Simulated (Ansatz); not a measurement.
# CH₂BNO: taking an electron away

How much energy removes an electron from CH₂BNO at fixed geometry? The cation is run at each level and the neutral's energy taken from earlier runs.

The runs use Ansatz 0.2.0, Gaussian basis; unrestricted cation, the program's frozen cores in correlated methods.

Levels to be run: UKS PBE-D4/def2-TZVPP; UKS r2SCAN-D4/def2-TZVPP; UKS PBE0-D4/def2-TZVPP; UKS B3LYP-D4/def2-TZVPP; UKS wB97X-V/def2-TZVPP; UKS wB97M-V/def2-TZVPP; UKS B2PLYP/def2-TZVPP; UHF-CCSD(T)/def2-TZVPP; UHF-MP2/def2-QZVPP; extrapolation to the limit; then −ε(HOMO) from the neutral's earlier runs with LDA (SPW92), PBE-D4, revPBE-D4, BLYP-D4, r2SCAN-D4, B97M-V, PBE0-D4, B3LYP-D4, r2SCANh-D4, r2SCAN0-D4, HSE06-D4, BHLYP-D4, CAM-B3LYP-D4, LC-ωPBE, ωB97X-V, ωB97M-V.

**1. Structure used throughout**

The geometry comes from an earlier relaxation with PBE0-D4 in a triple-zeta def2 set; it is a stationary point.

6 atoms, charge 0, spin multiplicity 1.

Atoms are counted from 1 here; the program's logs count them from 0.

Bond lengths: B1–N2 1.404 Å, B1–H5 1.195 Å, B1–H6 1.193 Å, N2–C3 1.196 Å, C3–O4 1.162 Å. Angles: N2–B1–H5 119.2°, N2–B1–H6 118.7°, H5–B1–H6 122.1°, B1–N2–C3 159.7°, N2–C3–O4 176.3°.

As a file:

```mol
CH2BNO
  3D, bonds by distance, orders not assigned

  6  5  0  0  0  0  0  0  0  0999 V2000
   -0.4700    0.9554   -0.1447 B   0  0
    0.2270   -0.1978    0.2501 N   0  0
    0.6689   -1.3089    0.2144 C   0  0
    1.1292   -2.3754    0.2456 O   0  0
   -1.0486    0.9586   -1.1907 H   0  0
   -0.4645    1.9041    0.5792 H   0  0
  1  2  8  0
  2  3  8  0
  3  4  8  0
  1  5  8  0
  1  6  8  0
M  END
```

**2. Cation, UKS PBE-D4/def2-TZVPP**

File in.yaml:

```yaml
crystal:
  periodic: [false, false, false]
  atoms:
    - {symbol: B, position_ang: [-0.469978, 0.955421, -0.144734]}
    - {symbol: N, position_ang: [0.227042, -0.197821, 0.250114]}
    - {symbol: C, position_ang: [0.668888, -1.308903, 0.214354]}
    - {symbol: O, position_ang: [1.129162, -2.375373, 0.245559]}
    - {symbol: H, position_ang: [-1.048612, 0.958577, -1.190677]}
    - {symbol: H, position_ang: [-0.464503, 1.904099, 0.579183]}
basis:
  gaussian: {orbitals: def2-TZVPP}
total_charge: 1
magnetization: {spin_polarized: true, initial_magnetization: 1}
hamiltonian: {xc: pbe, dispersion: d4}
```

The runs that follow: Cation, UKS r2SCAN-D4/def2-TZVPP; Cation, UKS PBE0-D4/def2-TZVPP; Cation, UKS B3LYP-D4/def2-TZVPP; Cation, UKS wB97X-V/def2-TZVPP; Cation, UKS wB97M-V/def2-TZVPP; Cation, UKS B2PLYP (frozen core)/def2-TZVPP; Cation, UHF-CCSD(T)/def2-TZVPP; Cation, UHF-MP2/def2-QZVPP.

Before running them: what should the planned runs give, taken together? Wanted: ionisation energy, CCSD(T)/CBS; nearest functional by difference; nearest −ε(HOMO); −ε(HOMO) of PBE; T1 of the cation.

**Answer**, as computed:

```
                        quantity               value
  ionisation energy, CCSD(T)/CBS            11.18 eV
nearest functional by difference  ωB97X-V (-0.27 eV)
                nearest −ε(HOMO)  LC-ωPBE (-0.12 eV)
                 −ε(HOMO) of PBE             7.03 eV
                T1 of the cation               0.046
```

What this shows: Energy differences with functionals land within 0.69 eV of the reference. The PBE orbital energy is 4.1 eV too small: a semilocal HOMO is no ionisation energy. Among orbital estimates LC-ωPBE comes nearest. Hartree-Fock falls 1.18 eV short, as the neutral has more correlation energy than the cation. The cation's T1 (from the report) is 0.046, above the customary mark of 0.045 for open shells, so the coupled-cluster value is less safe.
